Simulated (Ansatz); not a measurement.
# ClGaH₄OSSi: how energies converge with the basis set

Aim: see how fast density functionals converge with the basis set for ClGaH₄OSSi.

Computed with Ansatz 0.2.0, Gaussian basis. Level: one geometry, several basis sets.

The runs, in order: PBE0-D4/def2-SVP; ωB97M-V/def2-SVP; PBE0-D4/def2-QZVPP; ωB97M-V/def2-QZVPP; the functionals' def2-TZVPP values are taken from earlier runs.

## Step 1: The relaxed structure

An earlier PBE0-D4 in a triple-zeta def2 set relaxation fixed the geometry.

SMILES `S[SiH](Cl)[O][GaH2]`, 9 atoms, charge 0, spin multiplicity 1.

Atoms are counted from 1 here; the program's logs count them from 0.

Bond lengths: S1–Si2 2.131 Å, S1–H6 1.346 Å, Si2–Cl3 2.057 Å, Si2–O4 1.609 Å, Si2–H7 1.475 Å, O4–Ga5 1.803 Å, Ga5–H8 1.555 Å, Ga5–H9 1.555 Å. Angles: Si2–S1–H6 92.8°, S1–Si2–Cl3 103.8°, S1–Si2–O4 112.7°, S1–Si2–H7 111.7°, Cl3–Si2–O4 111.3°, Cl3–Si2–H7 108.2°, O4–Si2–H7 109.0°, Si2–O4–Ga5 135.0°, O4–Ga5–H8 116.5°, O4–Ga5–H9 112.1°, H8–Ga5–H9 131.3°.

## Step 2: PBE0-D4 in def2-SVP

Contents of in.yaml:

```yaml
crystal:
  periodic: [false, false, false]
  atoms:
    - {symbol: S, position_ang: [-1.031255, 1.992626, 0.695423]}
    - {symbol: Si, position_ang: [0.678123, 0.720170, 0.652065]}
    - {symbol: Cl, position_ang: [1.884814, 1.569286, -0.780537]}
    - {symbol: O, position_ang: [0.310065, -0.801521, 0.280911]}
    - {symbol: Ga, position_ang: [-0.386614, -1.630462, -1.161261]}
    - {symbol: H, position_ang: [-1.599935, 1.305264, 1.702705]}
    - {symbol: H, position_ang: [1.404962, 0.739234, 1.935405]}
    - {symbol: H, position_ang: [-0.532984, -0.774877, -2.451481]}
    - {symbol: H, position_ang: [-0.727176, -3.119700, -0.873241]}
basis:
  gaussian: {orbitals: def2-SVP}
hamiltonian: {xc: pbe0, dispersion: d4}
output: {orbitals: {seedname: orbitals}}
```

Further steps of the session: ωB97M-V in def2-SVP; PBE0-D4 in def2-QZVPP; ωB97M-V in def2-QZVPP.

Before running them: what should the planned runs give, taken together? Wanted: PBE0-D4: double and triple zeta above quadruple; ωB97M-V: double and triple zeta above quadruple.

As calculated:

| quantity | value |
| --- | --- |
| PBE0-D4: double and triple zeta above quadruple | 22.69, 2.30 eV |
| ωB97M-V: double and triple zeta above quadruple | 22.54, 2.20 eV |

PBE0-D4 gains 20.39 eV from double to triple zeta, then 2.30 eV more. These are total energies; as a rule much of such shifts cancels in differences, which this series doesn't test.
